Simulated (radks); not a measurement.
# The first electron to leave Ce⁷⁺

Ce⁷⁺ stands in [Kr] 4d10 5s2 5p3. From which sub-shell is an electron easiest to take? Each removal is a run of its own. The parent's configuration is the lowest that an earlier search found at this level.

Method: scalar-relativistic Kohn-Sham, LDA (Slater exchange, Perdew-Wang correlation), spin-polarised, spherical densities, finite nucleus; open shells are filled with parallel spins first. Code: radks (a radial shooting solver on a logarithmic mesh, Libxc functionals) version 1.

7 further runs of the same task are left out: 7 set aside as unsound or not needed.

### 1 The system

```
element            : cerium (Z = 58)
charge             : +7
electrons          : 51
configuration      : [Kr] 4d10 5s2 5p3
nuclear rms radius : 4.8771 fm
```

Outer shells as boxes (Hund's rule):

Ce⁷⁺
```
[Kr] core
4d [↑↓][↑↓][↑↓][↑↓][↑↓]
5s [↑↓]
5p [↑ ][↑ ][↑ ]
```

### 2 The parent, Ce⁷⁺

From an earlier run at this level the parent has E = -8841.921562 hartree and these outer levels (eV):

```
  level  occupation  energy (eV)
  4p up           3      -304.46
4p down           3      -303.89
  4d up           5      -203.47
4d down           5      -202.72
  5s up           1      -123.48
5s down           1      -120.39
  5p up           3      -102.80
5p down           0      -99.632
```

### 3 Remove 5p: [Kr] 4d10 5s2 5p2

Settings of this run:

```text
Z 58
configuration [Kr] 4d10 5s2 5p2
relativity scalar-relativistic
functional lda,pw
spin polarised
nucleus finite rms 4.8771 fm
c 137.035999084
```

### 4 Remove 5s: [Kr] 4d10 5s1 5p3

Settings of this run:

```text
Z 58
configuration [Kr] 4d10 5s1 5p3
relativity scalar-relativistic
functional lda,pw
spin polarised
nucleus finite rms 4.8771 fm
c 137.035999084
```

### 5 Remove 4d: [Kr] 4d9 5s2 5p3

Settings of this run:

```text
Z 58
configuration [Kr] 4d9 5s2 5p3
relativity scalar-relativistic
functional lda,pw
spin polarised
nucleus finite rms 4.8771 fm
c 137.035999084
```

### 6 Remove 4p: [Ar] 3d10 4s2 4p5 4d10 5s2 5p3

Settings of this run:

```text
Z 58
configuration [Ar] 3d10 4s2 4p5 4d10 5s2 5p3
relativity scalar-relativistic
functional lda,pw
spin polarised
nucleus finite rms 4.8771 fm
c 137.035999084
```

Before running it: what results should come out? Wanted: for each run, case; final configuration; Δ-SCF; −ε of the level emptied.

The runs gave:

```csv
case,final configuration,Δ-SCF (eV),−ε of the level emptied (eV)
remove 5p,[Kr] 4d10 5s2 5p2,109.90,102.80
remove 5s,[Kr] 4d10 5s1 5p3,127.69,120.39
remove 4d,[Kr] 4d9 5s2 5p3,215.65,202.72
remove 4p,[Ar] 3d10 4s2 4p5 4d10 5s2 5p3,317.52,303.89
```

**Reading.** The 5p electron leaves first, at 109.90 eV; the next cheapest, 5s, costs 127.69 eV. 5p is also the highest occupied level of the parent. NIST lists 106 eV (theoretical), between the same two configurations. Open shells are spherical and high-spin; term and fine-structure splittings are not resolved. Spin-orbit splitting is averaged out at the scalar-relativistic level.
